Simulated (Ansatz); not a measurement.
# GdAg2: how the settings move a single-point run

How sensitive is a single-point run of GdAg2 to its settings? A reference run comes first, then one run with altered input.

Computed with Ansatz 0.2.0 (reference: DFT, PBEsol, PAW with Ansatz's default frozen-core files, scalar-relativistic, unless a step's input says otherwise).

### 1 The structure to begin with

The structure is tetragonal, space group I4/mmm (No. 139). The conventional cell has a = 3.743 Å, b = 3.743 Å, c = 9.352 Å, α = 90.00°, β = 90.00°, γ = 90.00°. Gd (site symmetry 4/mmm) is surrounded by 10 Ag at 3.06 to 3.10 Å. Around Ag (site symmetry 4mm) lie 5 Ag at 3.01 to 3.24 Å and 5 Gd at 3.06 to 3.10 Å.

Structure file:

```cif
data_structure
_symmetry_space_group_name_H-M 'P 1'
_symmetry_Int_Tables_number 1
_cell_length_a 5.3731
_cell_length_b 5.3731
_cell_length_c 5.3731
_cell_angle_alpha 139.232
_cell_angle_beta 139.232
_cell_angle_gamma 59.021
_cell_volume 65.51
loop_
_atom_site_label
_atom_site_type_symbol
_atom_site_fract_x
_atom_site_fract_y
_atom_site_fract_z
_atom_site_occupancy
Gd1 Gd 0.00000 0.00000 0.00000 1
Ag1 Ag 0.32700 0.32700 0.00000 1
Ag2 Ag 0.67300 0.67300 0.00000 1
```

### 2 The reference run

Input file input.yaml:

```yaml
crystal:
  lattice:
    - [-1.8715, 1.8715, 4.676]
    - [1.8715, -1.8715, 4.676]
    - [1.8715, 1.8715, -4.676]
  atoms:
    - { symbol: Gd, position: [0.0, 0.0, 0.0], spin: 7.0, spin_axis: [1.0, 0.0, 0.0] }
    - { symbol: Ag, position: [0.327, 0.327, 0.0] }
    - { symbol: Ag, position: [0.673, 0.673, 0.0] }
magnetization:
  noncollinear: true
  spin_spiral: { q: [0.1666666667, 0.1666666667, -0.1666666667] }
kpoints:
  mp_grid: { grid: [12, 12, 12] }
scf:
  occupations: { method: fermi_dirac, width: 0.05 }
hamiltonian:
  xc: pbesol
  pseudopotentials: { kind: paw }
output:
  eigenvalues: false
```

Command:

```
$ ansatz run input.yaml --threads 2 --pin off --max-ram 6144MiB --backend cpu --events-out ev --progress --plain --runs-dir out
```

### 3 Variant: noncollinear_xc locally_collinear

Changes to input.yaml since step 2:

```diff
@@ -19,2 +19,3 @@
   pseudopotentials: { kind: paw }
+  noncollinear_xc: locally_collinear
 output:
```

Before running it: what results should come out? Wanted: for each run, ending; energy change; abs. moment.

As calculated:

| run | ending | energy change | abs. moment (μB) | cycles | time |
| --- | --- | --- | --- | --- | --- |
| reference | converged | - | 7.13 | 18 | 2.6 min |
| 1: noncollinear_xc locally_collinear | converged | not comparable | 7.13 | 18 | 3.1 min |

Residual by cycle in the longest SCF loop of each run; runs are numbered as in the table. The quantity is the density residual dr2, in eV.

| cycle | reference | run 1 |
| --- | --- | --- |
| 1 | 175 | 175 |
| 2 | 450 | 450 |
| 4 | 0.411 | 0.411 |
| 5 | 0.735 | 0.731 |
| 6 | 0.957 | 0.955 |
| 8 | 0.307 | 0.309 |
| 9 | 0.168 | 0.17 |
| 11 | 0.015 | 0.0164 |
| 12 | 4.7e-5 | 4.2e-5 |
| 13 | 1.0e-4 | 1.0e-4 |
| 15 | 6.7e-6 | 6.4e-6 |
| 16 | 1.7e-8 | 1.9e-8 |

What this shows: Total energies don't compare across a change of non-collinear form of the functional; pressure, gap, moments and forces, where computed, barely move.
